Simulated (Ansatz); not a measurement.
**CHBFNO (SMILES O=C=NBF): energies and forces away from the minimum**

The task here is to estimate one member of a computed series from the others.

Method: single points with forces in def2-TZVPP; program: Ansatz 0.2.0, Gaussian basis.

Levels: PBE-D4, r2SCAN-D4, PBE0-D4, wB97M-V, Hartree-Fock, MP2, CCSD, CCSD(T). Each coordinate is moved by a Gaussian draw of the width named (0.7 of it for atoms other than hydrogen): 0.04, 0.12, 0.04, 0.04 Å.

Cores are frozen in the correlated methods.

10 further runs of the same task are left out: 10 set aside as unsound or not needed.

### Where the work starts

SMILES `O=C=NBF`, 6 atoms, charge 0, spin multiplicity 1.

Atoms are counted from 1 here; the program's logs count them from 0.

Bond lengths: O1–C2 1.277 Å, C2–N3 1.284 Å, N3–B4 1.475 Å, B4–F5 1.446 Å, B4–H6 1.227 Å. Angles: O1–C2–N3 178.4°, C2–N3–B4 122.0°, N3–B4–F5 121.6°, N3–B4–H6 120.6°, F5–B4–H6 117.1°.

As a file:

```mol
CHBFNO
  3D, bonds by distance, orders not assigned

  6  5  0  0  0  0  0  0  0  0999 V2000
    0.5916   -2.1367    1.3648 O   0  0
    0.5182   -1.2684    0.4310 C   0  0
    0.4676   -0.4162   -0.5277 N   0  0
   -0.2484    0.8663   -0.3975 B   0  0
   -0.3327    1.8007   -1.4973 F   0  0
   -0.9543    1.0903    0.5806 H   0  0
  1  2  8  0
  2  3  8  0
  3  4  8  0
  4  5  8  0
  4  6  8  0
M  END
```

The first run:

pre/in.yaml reads:

```yaml
crystal:
  periodic: [false, false, false]
  atoms:
    - {symbol: O, position_ang: [0.591600, -2.136700, 1.364800]}
    - {symbol: C, position_ang: [0.518200, -1.268400, 0.431000]}
    - {symbol: N, position_ang: [0.467600, -0.416200, -0.527700]}
    - {symbol: B, position_ang: [-0.248400, 0.866300, -0.397500]}
    - {symbol: F, position_ang: [-0.332700, 1.800700, -1.497300]}
    - {symbol: H, position_ang: [-0.954300, 1.090300, 0.580600]}
basis:
  gaussian: {orbitals: def2-SVP}
hamiltonian: {xc: pbe, dispersion: d4}
relax: {f_tol: 0.03, max_steps: 250}
```

Launch:

```
$ ansatz run in.yaml --threads 4 --pin off --events-out ev --progress --plain --max-ram 8704MiB
```

Steps of the session up to this table: A first relaxation in a small basis; Relaxation at PBE0-D4; Reference energies at the minimum; Structure 1, width 0.04 Å; Structure 2, width 0.12 Å; Structure 3, width 0.04 Å; Structure 4, width 0.04 Å.

One of the session's tables, all rows but one given; the rest of the session is left out.

```
   method  RMS force component (eV/Å)  angle to CCSD(T) forces (°)  dipole (D)
   PBE-D4                       1.326                          8.2        1.06
r2SCAN-D4                           ?                            ?           ?
  PBE0-D4                       1.147                         13.2        1.23
  wB97M-V                       1.152                         11.3        1.26
  CCSD(T)                       1.256                    reference        1.27
```

Q: Estimate the row for r2SCAN-D4 from the others.

**Answer.** RMS force component (eV/Å): 1.177; angle to CCSD(T) forces (°): 5.8; dipole (D): 1.15. In the column «RMS force component (eV/Å)» it lies between wB97M-V (1.152) and CCSD(T) (1.256).
